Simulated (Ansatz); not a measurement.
**C2H8NO2Sc: how energies converge with the basis set**

The task here is to estimate one member of a computed series from the others.

Computed with Ansatz 0.2.0, Gaussian basis. Level: one geometry, several basis sets.

Levels to be run: PBE0-D4/def2-SVP; ωB97M-V/def2-SVP; PBE0-D4/def2-QZVPP; ωB97M-V/def2-QZVPP; the functionals' def2-TZVPP values are taken from earlier runs.

## The geometry

An earlier PBE0-D4 in a triple-zeta def2 set relaxation fixed the geometry.

14 atoms, charge 0, spin multiplicity 1.

Atoms are counted from 1 here; the program's logs count them from 0.

Bond lengths: C1–N2 1.442 Å, C1–H7 1.094 Å, C1–H8 1.102 Å, C1–H9 1.102 Å, N2–C3 1.442 Å, N2–Sc4 1.985 Å, C3–H10 1.094 Å, C3–H11 1.102 Å, C3–H12 1.102 Å, Sc4–O5 1.881 Å, Sc4–O6 1.881 Å, O5–H13 0.952 Å, O6–H14 0.952 Å. Angles: N2–C1–H7 110.8°, N2–C1–H8 111.9°, N2–C1–H9 111.9°, H7–C1–H8 107.6°, H7–C1–H9 107.6°, H8–C1–H9 106.7°, C1–N2–C3 111.6°, C1–N2–Sc4 124.2°, C3–N2–Sc4 124.2°, N2–C3–H10 110.8°, N2–C3–H11 111.9°, N2–C3–H12 111.9°, H10–C3–H11 107.6°, H10–C3–H12 107.6°, H11–C3–H12 106.7°, N2–Sc4–O5 115.7°, N2–Sc4–O6 115.7°, O5–Sc4–O6 128.6° and more.

Set-up of the first run:

File in.yaml:

```yaml
crystal:
  periodic: [false, false, false]
  atoms:
    - {symbol: C, position_ang: [-0.559241, -1.448867, 0.800501]}
    - {symbol: N, position_ang: [0.185931, -0.337808, 0.263360]}
    - {symbol: C, position_ang: [1.576151, -0.399419, 0.639845]}
    - {symbol: Sc, position_ang: [-0.604291, 1.098512, -0.855951]}
    - {symbol: O, position_ang: [0.588593, 2.434490, -1.429458]}
    - {symbol: O, position_ang: [-2.446179, 0.942231, -1.201897]}
    - {symbol: H, position_ang: [-1.611350, -1.389499, 0.507478]}
    - {symbol: H, position_ang: [-0.167976, -2.415706, 0.445587]}
    - {symbol: H, position_ang: [-0.520336, -1.475614, 1.901230]}
    - {symbol: H, position_ang: [2.129068, 0.448716, 0.226000]}
    - {symbol: H, position_ang: [2.059090, -1.321225, 0.278079]}
    - {symbol: H, position_ang: [1.706567, -0.381125, 1.733688]}
    - {symbol: H, position_ang: [1.010626, 3.194214, -1.817764]}
    - {symbol: H, position_ang: [-3.346632, 1.051089, -1.490688]}
basis:
  gaussian: {orbitals: def2-SVP}
hamiltonian: {xc: pbe0, dispersion: d4}
output: {orbitals: {seedname: orbitals}}
```

Run with:

```console
> ansatz run in.yaml --threads 4 --pin off --events-out ev --progress --plain --max-ram 11315MiB
```

Among the steps run: PBE0-D4 in def2-SVP; ωB97M-V in def2-SVP; PBE0-D4 in def2-QZVPP; ωB97M-V in def2-QZVPP.

One table of the session follows, with a row left open; its other results are not shown here.

It belongs to the step «Functionals by basis». 

| functional | basis | HOMO (eV) | LUMO (eV) |
| --- | --- | --- | --- |
| PBE0-D4 | def2-SVP | -5.61 | -0.94 |
| PBE0-D4 | def2-TZVPP | -5.86 | -1.20 |
| PBE0-D4 | def2-QZVPP | -5.88 | -1.22 |
| ωB97M-V | def2-SVP | -7.87 | 0.27 |
| ωB97M-V | def2-TZVPP | -8.12 | 0.16 |
| ωB97M-V | def2-QZVPP | ? | ? |

Q: Estimate the row for ωB97M-V, def2-QZVPP from the others.

As computed: HOMO (eV): -8.14; LUMO (eV): 0.03. In the column «HOMO (eV)» it is the lowest.
